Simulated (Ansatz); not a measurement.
# Si₂H₄Cl₂: geometry optimisation

Aim: relax Si₂H₄Cl₂ at this level.

Method: RKS wB97X-V/def2-SVP; program: Ansatz 0.2.0.

### Step 1. Where the work starts

SMILES `Cl[SiH2][SiH2]Cl`, 8 atoms, charge 0, spin multiplicity 1.

Atoms are counted from 1 here; the program's logs count them from 0.

Bond lengths: Cl1–Si2 2.087 Å, Si2–Si3 2.352 Å, Si2–H5 1.502 Å, Si2–H6 1.505 Å, Si3–Cl4 2.087 Å, Si3–H7 1.506 Å, Si3–H8 1.502 Å. Angles: Cl1–Si2–Si3 108.3°, Cl1–Si2–H5 109.0°, Cl1–Si2–H6 109.0°, Si3–Si2–H5 111.2°, Si3–Si2–H6 110.3°, H5–Si2–H6 108.9°, Si2–Si3–Cl4 108.4°, Si2–Si3–H7 110.3°, Si2–Si3–H8 111.1°, Cl4–Si3–H7 109.0°, Cl4–Si3–H8 109.0°, H7–Si3–H8 109.0°.

Coordinates:

```
atom     x (Å)     y (Å)     z (Å)
 Cl1  -2.14424   1.53079  -0.09401
 Si2  -0.09294   1.18288   0.06918
 Si3   0.26200  -1.14224   0.10250
 Cl4  -0.35328  -1.92851  -1.73014
  H5   0.60640   1.82356  -1.09582
  H6   0.41030   1.80655   1.34365
  H7   1.72311  -1.44586   0.30137
  H8  -0.52636  -1.79268   1.20337
```

### Step 2. Relaxation

The input, input.yaml:

```yaml
crystal:
  periodic: [false, false, false]
  atoms:
    - { symbol: Cl, position_ang: [-2.144241, 1.530794, -0.094009] }
    - { symbol: Si, position_ang: [-0.092935, 1.182885, 0.069185] }
    - { symbol: Si, position_ang: [0.262001, -1.142238, 0.102497] }
    - { symbol: Cl, position_ang: [-0.353281, -1.928511, -1.730137] }
    - { symbol: H, position_ang: [0.6064, 1.823559, -1.095823] }
    - { symbol: H, position_ang: [0.410299, 1.806551, 1.343648] }
    - { symbol: H, position_ang: [1.723115, -1.445858, 0.301371] }
    - { symbol: H, position_ang: [-0.526359, -1.792681, 1.203368] }
basis:
  gaussian: { orbitals: def2-SVP }
hamiltonian:
  xc: { name: wB97X-V }
output:
  forces: true
relax:
  f_tol: 0.003
  max_steps: 120
```

On the command line:

```
> ansatz run input.yaml --threads 1 --pin off --max-ram 2560MiB --backend cpu --events-out ev --progress --plain --runs-dir out
```

The program printed:

```text
Warning: RAYON_NUM_THREADS=1 ignored (pool sized by the plan → 1); use --threads N
The last accepted step is kept in <dir> (removed where the run ends without a failure and the disk answers)
Engine: ansatz 0.2.0, aarch64-unknown-linux-gnu
Functional definition: wB97X-V
  parameter omega = 0.3/bohr
  parameter cx = 0.167
  parameter cx1 = 0.603
  parameter cx2 = 1.194
  parameter css0 = 0.556
  parameter css1 = -0.257
  parameter cos0 = 1.219
  parameter cos1 = -1.850
  parameter b = 6.0
  parameter c = 0.01
  exchange = spin_sum(e_x_unif_sr(omega)*poly(b97_u_x, 1 - cx, cx1, cx2)) + cx*exact_x_sr(omega) + exact_x_lr(omega)
  correlation = spin_sum(e_c_pw_same_spin*poly(b97_u_same, css0, css1))
      + integral(e_c_pw_opposite_spin*poly(b97_u_opposite, cos0, cos1)) + vv10(b, c)
915 factors; integrals over basis functions are off by at most 2.9e-4 eV
360 factors; integrals over basis functions are off by at most 4.1e-7 eV
mean field evaluation 1: about -40848.1533 eV, gradient 1.6e1 eV
mean field evaluation 2: about -40848.7348 eV, gradient 1.0e1 eV
mean field evaluation 4: about -40849.0249 eV, gradient 1.8e-1 eV
mean field evaluation 8: about -40849.0319 eV, gradient 1.7e-3 eV
mean field -40849.03190389 eV, -1501.1742339996 hartree, gradient 3.0e-5 eV, S^2 0.000000; 0 other end points of the search recorded, 0 dependent functions left out
the calculation of the forces begins
reference -40849.03190229 eV, -1501.1742339408 hartree; 33, 33 occupied and 59, 59 virtual orbitals, 915 factors
relax step   1: F+E_penalty+E_count = -40849.03190389 eV  Δ(F+E_penalty+E_count) = +0.000e0 eV  max|allowed force component| = 2.811e-1 eV/Å  Δτ_max = 0.0000 Å  (23 SCF iters, accepted)
these checks for a lower state are left out or cut short: starts, cluster_reference, orbital_swaps, neighbouring_geometries, increment
915 factors; integrals over basis functions are off by at most 2.8e-4 eV
360 factors; integrals over basis functions are off by at most 4.0e-7 eV
mean field evaluation 16: about -40849.0457 eV, gradient 2.4e-2 eV
mean field -40849.04568251 eV, -1501.1747403544 hartree, gradient 3.5e-5 eV, S^2 0.000000; 0 other end points of the search recorded, 0 dependent functions left out
the calculation of the forces begins
reference -40849.04568091 eV, -1501.1747402958 hartree; 33, 33 occupied and 59, 59 virtual orbitals, 915 factors
relax step   2: F+E_penalty+E_count = -40849.04568251 eV  Δ(F+E_penalty+E_count) = -1.378e-2 eV  max|allowed force component| = 6.545e-2 eV/Å  Δτ_max = 0.0309 Å  (25 SCF iters, accepted)
these checks for a lower state are left out or cut short: starts, cluster_reference, orbital_swaps, neighbouring_geometries, increment
915 factors; integrals over basis functions are off by at most 2.8e-4 eV
360 factors; integrals over basis functions are off by at most 4.0e-7 eV
mean field -40849.04673805 eV, -1501.1747791451 hartree, gradient 4.0e-5 eV, S^2 0.000000; 0 other end points of the search recorded, 0 dependent functions left out
the calculation of the forces begins
reference -40849.04673646 eV, -1501.1747790865 hartree; 33, 33 occupied and 59, 59 virtual orbitals, 915 factors
relax step   3: F+E_penalty+E_count = -40849.04673805 eV  Δ(F+E_penalty+E_count) = -1.056e-3 eV  max|allowed force component| = 3.114e-2 eV/Å  Δτ_max = 0.0136 Å  (25 SCF iters, accepted)
these checks for a lower state are left out or cut short: starts, cluster_reference, orbital_swaps, neighbouring_geometries, increment
915 factors; integrals over basis functions are off by at most 2.8e-4 eV
360 factors; integrals over basis functions are off by at most 4.0e-7 eV
mean field -40849.04711389 eV, -1501.1747929567 hartree, gradient 1.8e-5 eV, S^2 0.000000; 0 other end points of the search recorded, 0 dependent functions left out
the calculation of the forces begins
reference -40849.04711229 eV, -1501.1747928981 hartree; 33, 33 occupied and 59, 59 virtual orbitals, 915 factors
relax step   4: F+E_penalty+E_count = -40849.04711389 eV  Δ(F+E_penalty+E_count) = -3.758e-4 eV  max|allowed force component| = 1.796e-2 eV/Å  Δτ_max = 0.0107 Å  (23 SCF iters, accepted)
these checks for a lower state are left out or cut short: starts, cluster_reference, orbital_swaps, neighbouring_geometries, increment
915 factors; integrals over basis functions are off by at most 2.8e-4 eV
360 factors; integrals over basis functions are off by at most 4.0e-7 eV
mean field evaluation 32: about -40849.0474 eV, gradient 2.4e-2 eV
mean field -40849.04738862 eV, -1501.1748030528 hartree, gradient 4.0e-5 eV, S^2 0.000000; 0 other end points of the search recorded, 0 dependent functions left out
the calculation of the forces begins
reference -40849.04738702 eV, -1501.1748029942 hartree; 33, 33 occupied and 59, 59 virtual orbitals, 915 factors
relax step   5: F+E_penalty+E_count = -40849.04738862 eV  Δ(F+E_penalty+E_count) = -2.747e-4 eV  max|allowed force component| = 9.185e-3 eV/Å  Δτ_max = 0.0145 Å  (25 SCF iters, accepted)
these checks for a lower state are left out or cut short: starts, cluster_reference, orbital_swaps, neighbouring_geometries, increment
915 factors; integrals over basis functions are off by at most 2.8e-4 eV
360 factors; integrals over basis functions are off by at most 4.0e-7 eV
mean field -40849.04745184 eV, -1501.1748053763 hartree, gradient 8.7e-6 eV, S^2 0.000000; 0 other end points of the search recorded, 0 dependent functions left out
the calculation of the forces begins
reference -40849.04745024 eV, -1501.1748053177 hartree; 33, 33 occupied and 59, 59 virtual orbitals, 915 factors
relax step   6: F+E_penalty+E_count = -40849.04745184 eV  Δ(F+E_penalty+E_count) = -6.322e-5 eV  max|allowed force component| = 4.034e-3 eV/Å  Δτ_max = 0.0090 Å  (23 SCF iters, accepted)
these checks for a lower state are left out or cut short: starts, cluster_reference, orbital_swaps, neighbouring_geometries, increment
915 factors; integrals over basis functions are off by at most 2.8e-4 eV
360 factors; integrals over basis functions are off by at most 4.0e-7 eV
mean field -40849.04746807 eV, -1501.1748059728 hartree, gradient 2.0e-5 eV, S^2 0.000000; 0 other end points of the search recorded, 0 dependent functions left out
the calculation of the forces begins
reference -40849.04746648 eV, -1501.1748059142 hartree; 33, 33 occupied and 59, 59 virtual orbitals, 915 factors
relax step   7: F+E_penalty+E_count = -40849.04746807 eV  Δ(F+E_penalty+E_count) = -1.623e-5 eV  max|allowed force component| = 3.674e-3 eV/Å  Δτ_max = 0.0063 Å  (22 SCF iters, accepted)
these checks for a lower state are left out or cut short: starts, cluster_reference, orbital_swaps, neighbouring_geometries, increment
915 factors; integrals over basis functions are off by at most 2.8e-4 eV
360 factors; integrals over basis functions are off by at most 4.0e-7 eV
mean field -40849.04747204 eV, -1501.1748061184 hartree, gradient 5.0e-5 eV, S^2 0.000000; 0 other end points of the search recorded, 0 dependent functions left out
the calculation of the forces begins
reference -40849.04747044 eV, -1501.1748060599 hartree; 33, 33 occupied and 59, 59 virtual orbitals, 915 factors
relax step   8: F+E_penalty+E_count = -40849.04747204 eV  Δ(F+E_penalty+E_count) = -3.963e-6 eV  max|allowed force component| = 2.968e-3 eV/Å  Δτ_max = 0.0029 Å  (19 SCF iters, accepted)
915 factors; integrals over basis functions are off by at most 2.8e-4 eV
360 factors; integrals over basis functions are off by at most 4.0e-7 eV
mean field evaluation 64: about -40849.0475 eV, gradient 8.6e-5 eV
mean field -40849.04747204 eV, -1501.1748061184 hartree, gradient 5.0e-5 eV, S^2 0.000000; 1 other end points of the search recorded, 0 dependent functions left out
the calculation of the forces begins
reference -40849.04747044 eV, -1501.1748060599 hartree; 33, 33 occupied and 59, 59 virtual orbitals, 915 factors
Total energy: -40849.04747044 eV, -1501.1748060599 hartree
Atom 0 at    -2.120805     1.469922    -0.118445 Å, force    -0.000654     0.000341     0.000200 eV/Å
Atom 1 at    -0.076953     1.179507     0.077687 Å, force     0.002245     0.002608    -0.001754 eV/Å
Atom 2 at     0.272859    -1.134219     0.115690 Å, force    -0.000480    -0.001808     0.002968 eV/Å
Atom 3 at    -0.382499    -1.865751    -1.710658 Å, force     0.000221    -0.000591    -0.000314 eV/Å
Atom 4 at     0.612728     1.803182    -1.084118 Å, force    -0.000459     0.000332     0.001257 eV/Å
Atom 5 at     0.381319     1.829225     1.337676 Å, force    -0.000745    -0.000824    -0.000706 eV/Å
Atom 6 at     1.714420    -1.473214     0.279156 Å, force    -0.001180     0.000348    -0.000781 eV/Å
Atom 7 at    -0.516070    -1.774152     1.203111 Å, force     0.001050    -0.000405    -0.000871 eV/Å
Dipole moment:     0.368385     0.060132     0.276020 e Å
```

Wall time 1.8 min (1 thread of Arm Neoverse V1, shared host); peak memory 0.3 GiB.

The steps of the relaxation:

```csv
step,energy from step 1 (eV),largest force component (eV/Å)
1,0.0000,0.2811
2,-0.0138,0.0655
3,-0.0148,0.0311
4,-0.0152,0.0180
5,-0.0155,0.0092
6,-0.0155,0.0040
7,-0.0156,0.0037
8,-0.0156,0.0030
```

Distances of close pairs at the start and the end, largest changes first:

| bond | before (Å) | after (Å) | change (Å) |
| --- | --- | --- | --- |
| Si3–H7 | 1.506 | 1.490 | -0.016 |
| Si2–H6 | 1.505 | 1.490 | -0.016 |
| Si2–H5 | 1.502 | 1.488 | -0.014 |
| Si3–H8 | 1.502 | 1.488 | -0.014 |
| Cl1–Si2 | 2.087 | 2.074 | -0.013 |
| Si3–Cl4 | 2.087 | 2.074 | -0.013 |
| Si2–Si3 | 2.352 | 2.340 | -0.012 |

### Step 3. Outcome

```
             quantity      value
        energy gained  0.0156 eV
root mean square move    0.043 Å
        dipole moment     2.23 D
```

What this shows: Bond lengths: Cl1–Si2 2.074 Å, Si2–Si3 2.340 Å, Si2–H5 1.488 Å, Si2–H6 1.490 Å, Si3–Cl4 2.074 Å, Si3–H7 1.490 Å, Si3–H8 1.488 Å. Angles: Cl1–Si2–Si3 106.7°, Cl1–Si2–H5 108.9°, Cl1–Si2–H6 108.8°, Si3–Si2–H5 111.0°, Si3–Si2–H6 111.8°, H5–Si2–H6 109.6°, Si2–Si3–Cl4 106.7°, Si2–Si3–H7 111.8°, Si2–Si3–H8 111.0°, Cl4–Si3–H7 108.8°, Cl4–Si3–H8 108.9°, H7–Si3–H8 109.6°. No frequencies were computed here.
